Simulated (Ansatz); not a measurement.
# Br2F2Ga2H2: one species, many methods

The task here is to estimate one member of a computed series from the others.

Method: functionals in def2-TZVPP, the program's frozen cores in correlated methods; program: Ansatz 0.2.0, Gaussian basis.

Levels to be run: LDA (SPW92), PBE-D4, revPBE-D4, BLYP-D4, r2SCAN-D4, B97M-V, PBE0-D4, B3LYP-D4, r2SCANh-D4, r2SCAN0-D4, HSE06-D4, BHLYP-D4, CAM-B3LYP-D4, LC-ωPBE, ωB97X-V, ωB97M-V, B2PLYP, PBE-QIDH; CCSD(T)/def2-SVP; MP2/def2-TZVPP; MP2/def2-QZVPP; RPA on PBE.

## The relaxed structure

The geometry comes from an earlier relaxation with PBE0-D4 in a triple-zeta def2 set; it is a stationary point, not always the lowest conformer.

8 atoms, charge 0, spin multiplicity 1.

Atoms are counted from 1 here; the program's logs count them from 0.

Bond lengths: F1–Ga2 1.749 Å, Ga2–Br3 2.478 Å, Ga2–Br6 2.478 Å, Ga2–H7 1.542 Å, Br3–Ga4 2.477 Å, Ga4–F5 1.749 Å, Ga4–Br6 2.477 Å, Ga4–H8 1.542 Å. Angles: F1–Ga2–Br3 103.8°, F1–Ga2–Br6 103.8°, F1–Ga2–H7 125.3°, Br3–Ga2–Br6 93.4°, Br3–Ga2–H7 112.8°, Br6–Ga2–H7 112.8°, Ga2–Br3–Ga4 86.5°, Br3–Ga4–F5 103.6°, Br3–Ga4–Br6 93.4°, Br3–Ga4–H8 113.0°, F5–Ga4–Br6 103.6°, F5–Ga4–H8 125.3°, Br6–Ga4–H8 113.0°, Ga2–Br6–Ga4 86.5°.

Set-up of the first run:

Contents of in.yaml:

```yaml
crystal:
  periodic: [false, false, false]
  atoms:
    - {symbol: F, position_ang: [2.007743, -0.982795, 1.800175]}
    - {symbol: Ga, position_ang: [1.638481, -0.373854, 0.202962]}
    - {symbol: Br, position_ang: [-0.333389, -1.703504, -0.492984]}
    - {symbol: Ga, position_ang: [-1.646476, 0.376883, -0.207241]}
    - {symbol: F, position_ang: [-1.843028, 0.965623, -1.842754]}
    - {symbol: Br, position_ang: [0.293471, 1.660654, 0.643380]}
    - {symbol: H, position_ang: [2.660792, -0.179798, -0.935001]}
    - {symbol: H, position_ang: [-2.777594, 0.236793, 0.831463]}
basis:
  gaussian: {orbitals: def2-TZVPP}
hamiltonian: {xc: lda}
output: {orbitals: {seedname: orbitals}}
```

The run is started by

```sh
$ ansatz run in.yaml --threads 4 --pin off --events-out ev --progress --plain --max-ram 10444MiB
```

Among the steps run: LDA; PBE-D4 (GGA); revPBE-D4 (GGA); BLYP-D4 (GGA); r2SCAN-D4 (meta-GGA); B97M-V (meta-GGA); B3LYP-D4 (hybrid); r2SCANh-D4 (hybrid); r2SCAN0-D4 (hybrid); HSE06-D4 (hybrid); BHLYP-D4 (hybrid); CAM-B3LYP-D4 (range-separated); LC-ωPBE (range-separated); ωB97X-V (range-separated); ωB97M-V (range-separated); B2PLYP (double hybrid); PBE-QIDH (double hybrid).

One of the session's tables, all rows but one given; the rest of the session is left out.

It belongs to the step «Frontier levels by functional». 

```
  functional  HOMO (eV)  LUMO (eV)  gap (eV)
 LDA (SPW92)      -8.10      -2.55      5.55
      PBE-D4      -7.96      -2.25      5.71
   revPBE-D4      -7.91      -2.14      5.77
     BLYP-D4      -7.82      -2.19      5.64
   r2SCAN-D4      -8.34      -2.02      6.31
      B97M-V      -8.42      -2.02      6.40
     PBE0-D4      -9.28      -1.36      7.91
    B3LYP-D4      -9.04      -1.65      7.39
  r2SCANh-D4      -8.81      -1.70      7.11
  r2SCAN0-D4      -9.52      -1.22      8.31
    HSE06-D4          ?          ?         ?
    BHLYP-D4     -10.45      -0.41     10.04
CAM-B3LYP-D4     -10.59      -0.37     10.22
     LC-ωPBE     -11.93       0.79     12.72
     ωB97X-V     -11.59       0.74     12.33
     ωB97M-V     -11.42       0.59     12.01
```

Q: Estimate the row for HSE06-D4 from the others.

**Answer.** HOMO (eV): -8.88; LUMO (eV): -1.73; gap (eV): 7.15. In the column «HOMO (eV)» it lies between B3LYP-D4 (-9.04) and r2SCANh-D4 (-8.81).
